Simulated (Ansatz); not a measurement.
# MnPt2 (P-3m1) in Ansatz: reference runs

How does MnPt2 come out in PBE? The cell is run as given and disturbed.

Program: Ansatz 0.2.0. These are calculated values, not measurements. Logs are shortened: lines on timing, memory, paths and dates and some standing lists are left out, and cuts for length are marked.

## (1) Starting point

It takes space group P-3m1 (No. 164, trigonal). Conventional cell: a = 2.858 Å, b = 2.858 Å, c = 6.533 Å, α = 90.00°, β = 90.00°, γ = 120.00°. Pt (site symmetry 3m) has 3 Mn at 2.64 Å and 9 Pt at 2.86 to 2.91 Å as nearest neighbours. Mn (site symmetry -3m) has 6 Pt at 2.64 Å and 6 Mn at 2.86 Å as nearest neighbours.

The cell comes from a database or a generator and needn't be the stable form of this composition.

## (2) Single point, PBE, collinear spin, ferromagnetic start

input.yaml reads:

```yaml
crystal:
  lattice:
    - [2.8584044518, 0.0, 0.0]
    - [-1.4292022259, 2.4754508696, 0.0]
    - [0.0, 0.0, 6.532504]
  atoms:
    - { symbol: Pt, position: [0.6666666667, 0.3333333333, 0.316206] }
    - { symbol: Pt, position: [0.3333333333, 0.6666666667, 0.683794] }
    - { symbol: Mn, position: [0.0, 0.0, 0.0], spin: 4.0 }
kpoints:
  mp_grid: { grid: [11, 11, 4] }
scf:
  occupations: { method: fermi_dirac, width: 0.05 }
hamiltonian:
  xc: pbe
  pseudopotentials: { kind: all_electron, lapw: { basis_error: 0.001 } }
magnetization:
  spin_polarized: true
output:
  forces: true
  stress: true
  eigenvalues: true
  populations: true
```

Potentials or basis: all-electron LAPW, scalar-relativistic.

On the command line:

```console
$ ansatz run input.yaml --threads 4 --pin off --max-ram 12288MiB --backend cpu --events-out ev --progress --plain --runs-dir out
```

What it wrote:

```text
Warning: RAYON_NUM_THREADS=4 ignored (pool sized by the plan → 4); use --threads N
Pt: projections on atomic orbitals take those of the free atom 1s2 2s2 2p6 3s2 3p6 3d10 4s2 4p6 4d10 4f14 5s2 5p6 5d9 6s1, of charge +0.00 (hamiltonian.pseudopotentials.projection_atoms)
Mn: projections on atomic orbitals take those of the free atom 1s2 2s2 2p6 3s2 3p6 3d5 4s2, of charge +0.00 (hamiltonian.pseudopotentials.projection_atoms)
LAPW: plane waves up to 8.602 Å⁻¹, error target 1.0e-3 eV per atom; small_component_spin mean_spin; Mn in spheres of 1.282 Å, 15 of its electrons in bands, Dirac shells []; Pt in spheres of 1.362 Å, 42 of its electrons in bands, Dirac shells [] (how accurate: hamiltonian.pseudopotentials.lapw.basis_error, Limitations)
Engine: ansatz 0.2.0, x86_64-unknown-linux-gnu
Pseudopotentials: kind: all_electron
Pseudopotential: Pt, LAPW, valence charge 42, lapw/all_electron/scalar/gaussian/Pt, Koelling and Harmon's equation, gaussian nucleus
Pseudopotential: Mn, LAPW, valence charge 15, lapw/all_electron/scalar/gaussian/Mn, Koelling and Harmon's equation, gaussian nucleus
Functional definition: PBE
  parameter kappa = 0.804
  parameter beta = 0.06672455060314922
  exchange = pbe_x(kappa = kappa, mu = beta*pi^2/3)
  correlation = pbe_c(beta = beta)
Crystal: 3 atoms, lattice volume = 46.223 Å³
Basis set: ecut = 281.9322338711058 eV, 485 PW (Γ), exchange–correlation at level 2
Bands: 62, of which v1, the nominal top of the filled ones, is band 50 counted from 1 (49 counted from 0)
Symmetry: 12 space group operations
Space group: P-3m1 (ITA 164), of the structure as read, at distance tolerance 3.6e-5 Å
Magnetic group: BNS 164.85 (UNI 1315), of the structure as read, at distance tolerance 3.6e-5 Å
k-points: 58 of 484
Non-local potential: Pt, projectors of the file, none
Non-local potential: Mn, projectors of the file, none
Initial density: superposition of atomic densities (chi_scale 0.1, normalization cell, long waves kept (reshape's long-wave potential 0.31 eV rms))
Starting moments: Σ|m| = 4 μB on 1 of 3 sites
[... 41 lines left out ...]
Per-site moments (μB) at R_I (Å): [(0.32500121479066735, 1.3619161795076276), (0.32500121479066735, 1.3619161795076276), (3.8104814634304507, 1.2819947909675196)]
Free energy (F): -1033443.370153 eV
Harris-Foulkes:  -1033443.370153 eV  (|F-HF|=5.94e-9)
Internal energy: -1033443.350958 eV  (E = F + TS)
E sigma→0 (E₀):  -1033443.360556 eV
Entropy (-TS):   -0.019195 eV (-6.398 meV/atom)
Fermi energy:    23.412243 eV
--- Per-component energies (eV) ---
  E_band       = -7168.888776
  E_kinetic    = 1169705.629754
  E_xc         = -20812.986705
  E_electrostatic = -2182335.994008  (all electrons and nuclei)
  E_smearing   = -0.019195  (= −TS)
  E_closure    = 0.000000  (closes the sum)
  E_atoms      = -1033421.171982  (free atoms, spherical and without spin; not in F)
  Σ components = -1033443.370153   (vs F -1033443.370153, Δ=0.00e0)
  Basis errors (estimates in eV, not in F): energy 3.0e-4 per atom: plane waves 2.4e-4 (1.2e-4 summed), levels above the bands 4.2e-125, relativity 5.4e-8, radial functions 5.9e-5, core shells 1.8e-7; eigenvalues (radial functions only) 2.8e-6; not estimated: angular momenta, meshes, grids; target (lapw.basis_error) 1.0e-3; muffin-tin radii Mn 1.282 Å, Pt 1.362 Å
--- Forces (eV/Å), atoms counted from 1 ---
  atom   1  Pt     0.00000000     0.00000000     0.02481985
  atom   2  Pt     0.00000000    -0.00000000    -0.02481985
  atom   3  Mn     0.00000000     0.00000000     0.00000000
  max |Σ_I F_I| component: 6.94e-18 eV/Å
--- Stress (GPa, compression-positive) ---
       -1.358824       0.000000       0.000000
        0.000000      -1.358824      -0.000000
        0.000000      -0.000000       1.287438
  P = ⅓ Tr σ = -0.4767 GPa (-4.767 kbar)
--- Band table (eV; the first three rows and the last of 116) ---
  k-point 0 ↑: bands = ["-279.7204", "-279.7204", "-279.6760", "-279.6760", "-279.6760", "-279.6760", "-279.6650", "-279.6650", "-279.6650", "-279.6650", "-74.9728", "-74.9649", "-57.6234", "-43.4546", "-43.4540", "-43.4341", "-43.4341", "-43.4335", "-43.4335", "-43.4133", "-43.4132", "-43.4119", "-43.4119", "-43.3994", "-43.3994", "-43.3993", "-43.3993", "-29.2944", "-29.1653", "-29.0849", "-29.0849", "-29.0663", "-29.0663", "-26.3210", "-26.3169", "-26.3169", "14.0876", "16.4118", "17.5462", "19.7859", "19.7859", "20.0371", "20.0371", "20.2280", "20.3980", "20.3980", "20.7908", "21.2261", "21.8208", "21.8208", "22.3242", "22.3242", "22.5910", "22.5910", "33.4526", "34.4955", "38.3570", "38.4243", "40.3069", "42.2393", "42.2393", "42.4965"]
  k-point 1 ↑: bands = ["-279.7204", "-279.7204", "-279.6760", "-279.6760", "-279.6760", "-279.6760", "-279.6650", "-279.6650", "-279.6650", "-279.6650", "-74.9728", "-74.9649", "-57.6234", "-43.4546", "-43.4540", "-43.4341", "-43.4341", "-43.4335", "-43.4335", "-43.4133", "-43.4132", "-43.4119", "-43.4119", "-43.3994", "-43.3994", "-43.3993", "-43.3993", "-29.2989", "-29.1604", "-29.0851", "-29.0851", "-29.0661", "-29.0661", "-26.3213", "-26.3169", "-26.3169", "14.3509", "16.0391", "17.3909", "19.6225", "19.8067", "19.8067", "20.0378", "20.0378", "20.4910", "20.4910", "20.8937", "21.7426", "21.7426", "21.8591", "21.8591", "22.4949", "23.0397", "23.0397", "30.9960", "36.8568", "37.9198", "38.7886", "41.0100", "41.4591", "41.4591", "42.9134"]
  k-point 2 ↑: bands = ["-279.7204", "-279.7204", "-279.6760", "-279.6760", "-279.6760", "-279.6760", "-279.6650", "-279.6650", "-279.6650", "-279.6650", "-74.9728", "-74.9649", "-57.6234", "-43.4546", "-43.4540", "-43.4341", "-43.4341", "-43.4335", "-43.4335", "-43.4133", "-43.4132", "-43.4119", "-43.4119", "-43.3994", "-43.3994", "-43.3993", "-43.3993", "-29.3032", "-29.1558", "-29.0853", "-29.0853", "-29.0659", "-29.0659", "-26.3217", "-26.3169", "-26.3169", "14.9072", "15.3353", "17.2795", "19.4758", "19.7870", "19.7870", "20.1445", "20.1445", "20.5164", "20.5164", "20.8334", "21.6329", "21.6329", "21.6488", "21.6488", "23.2673", "23.2673", "23.6453", "29.4536", "37.6692", "38.2348", "39.5146", "40.7601", "41.0965", "41.0965", "42.5707"]
  k-point 57 ↓: bands = ["-279.6781", "-279.6781", "-279.6530", "-279.6530", "-279.6530", "-279.6530", "-279.6357", "-279.6357", "-279.6357", "-279.6357", "-74.7571", "-74.7562", "-53.4937", "-43.3996", "-43.3996", "-43.3867", "-43.3863", "-43.3862", "-43.3858", "-43.3707", "-43.3707", "-43.3650", "-43.3649", "-43.3648", "-43.3647", "-43.3647", "-43.3647", "-29.0647", "-29.0505", "-29.0167", "-28.9909", "-28.9339", "-28.9231", "-22.3739", "-22.3449", "-22.3309", "18.6311", "18.6375", "19.0677", "19.4089", "19.4435", "19.6303", "20.0811", "20.9933", "21.1835", "21.6049", "24.1087", "24.5728", "24.5976", "24.7152", "25.9098", "27.9964", "28.3195", "28.4924", "29.1181", "30.3818", "31.1767", "34.8284", "34.9905", "36.3060", "36.8872", "37.5960"]
--- Löwdin populations: 3 sites ---
  site symbol       q [e]    m [muB]
     0     Pt     78.0407     0.2903
     1     Pt     78.0407     0.2903
     2     Mn     24.4593     3.9891
  spilling = 0.002538 (of n_electrons = 181.000000)
```

Wall time 2.1 min (4 threads of AMD EPYC 7R43 (Zen 3), shared host); peak memory 2 GiB.

Results:

| Item | Value |
| --- | --- |
| Free energy | -1033443.3702 eV |
| Pressure | -0.5 GPa |
| Largest force | 0.025 eV/Å |
| Band gap on the k mesh | none (metal or under the smearing width) |
| Net moment | 4.55 μB per cell |
| Absolute moment | 4.66 μB per cell |
| Site moments | Pt +0.33; Mn +3.81 μB |

Forces on the atoms (eV/Å):
```
Pt   0.000  0.000  0.025
Pt   0.000  0.000 -0.025
Mn   0.000  0.000  0.000
```

Stress tensor (GPa, compression positive):
```
-1.36  0.00  0.00
 0.00 -1.36  0.00
 0.00  0.00  1.29
```

Spin-orbit coupling is left out, which matters for the levels of Pt.

## (3) Single point, PBE, collinear spin, ferromagnetic start (atoms moved at random, drawn with an rms of 0.05 Å)

input.yaml, as its differences from that of step 2:

```diff
@@ -6,5 +6,5 @@
   atoms:
-    - { symbol: Pt, position: [0.6666666667, 0.3333333333, 0.316206] }
-    - { symbol: Pt, position: [0.3333333333, 0.6666666667, 0.683794] }
-    - { symbol: Mn, position: [0.0, 0.0, 0.0], spin: 4.0 }
+    - { symbol: Pt, position: [0.668509, 0.349885, 0.315219] }
+    - { symbol: Pt, position: [0.344933, 0.667978, 0.680705] }
+    - { symbol: Mn, position: [-0.03084, -0.027615, -0.005846], spin: 4.0 }
 kpoints:
```

Potentials or basis: all-electron LAPW, scalar-relativistic.

On the command line:

```console
$ ansatz run input.yaml --threads 4 --pin off --max-ram 12288MiB --backend cpu --events-out ev --progress --plain --runs-dir out
```

What it wrote:

```text
Warning: RAYON_NUM_THREADS=4 ignored (pool sized by the plan → 4); use --threads N
Pt: projections on atomic orbitals take those of the free atom 1s2 2s2 2p6 3s2 3p6 3d10 4s2 4p6 4d10 4f14 5s2 5p6 5d9 6s1, of charge +0.00 (hamiltonian.pseudopotentials.projection_atoms)
Mn: projections on atomic orbitals take those of the free atom 1s2 2s2 2p6 3s2 3p6 3d5 4s2, of charge +0.00 (hamiltonian.pseudopotentials.projection_atoms)
[... 91 lines left out ...]
  k-point 242 ↓: bands = ["-279.6930", "-279.6698", "-279.6627", "-279.6586", "-279.6482", "-279.6464", "-279.6373", "-279.6318", "-279.6188", "-279.6174", "-74.7737", "-74.7392", "-53.4893", "-43.4146", "-43.4044", "-43.3976", "-43.3810", "-43.3806", "-43.3783", "-43.3776", "-43.3752", "-43.3689", "-43.3641", "-43.3543", "-43.3486", "-43.3461", "-43.3451", "-29.1048", "-29.0642", "-28.9727", "-28.9324", "-28.9013", "-28.8911", "-22.3857", "-22.3258", "-22.2875", "17.6295", "17.8468", "18.3443", "18.8029", "19.9392", "20.3713", "20.6007", "21.4234", "21.7388", "22.2492", "23.4780", "23.6904", "24.1783", "24.9492", "25.5705", "26.2940", "26.5237", "28.2640", "29.5612", "32.2005", "33.5179", "34.5973", "35.3370", "37.3036", "38.2245", "40.0021"]
--- Löwdin populations: 3 sites ---
  site symbol       q [e]    m [muB]
     0     Pt     78.0417     0.2876
     1     Pt     78.0377     0.2970
     2     Mn     24.4608     3.9939
  spilling = 0.002540 (of n_electrons = 181.000000)
```

Wall time 13 min (4 threads of AMD EPYC 7R43 (Zen 3), shared host); peak memory 6.7 GiB.

What came out:

- Free energy: -1033443.3479 eV
- Pressure: -0.3 GPa
- Largest force: 0.435 eV/Å
- Band gap on the k mesh: none (metal or under the smearing width)
- Net moment: 4.56 μB per cell
- Absolute moment: 4.67 μB per cell
- Site moments: Pt +0.32, +0.33; Mn +3.79 μB

Forces in eV/Å, atoms in the order of the input:
```
Pt  -0.005 -0.165 -0.197
Pt  -0.155 -0.087 -0.118
Mn   0.161  0.253  0.315
```
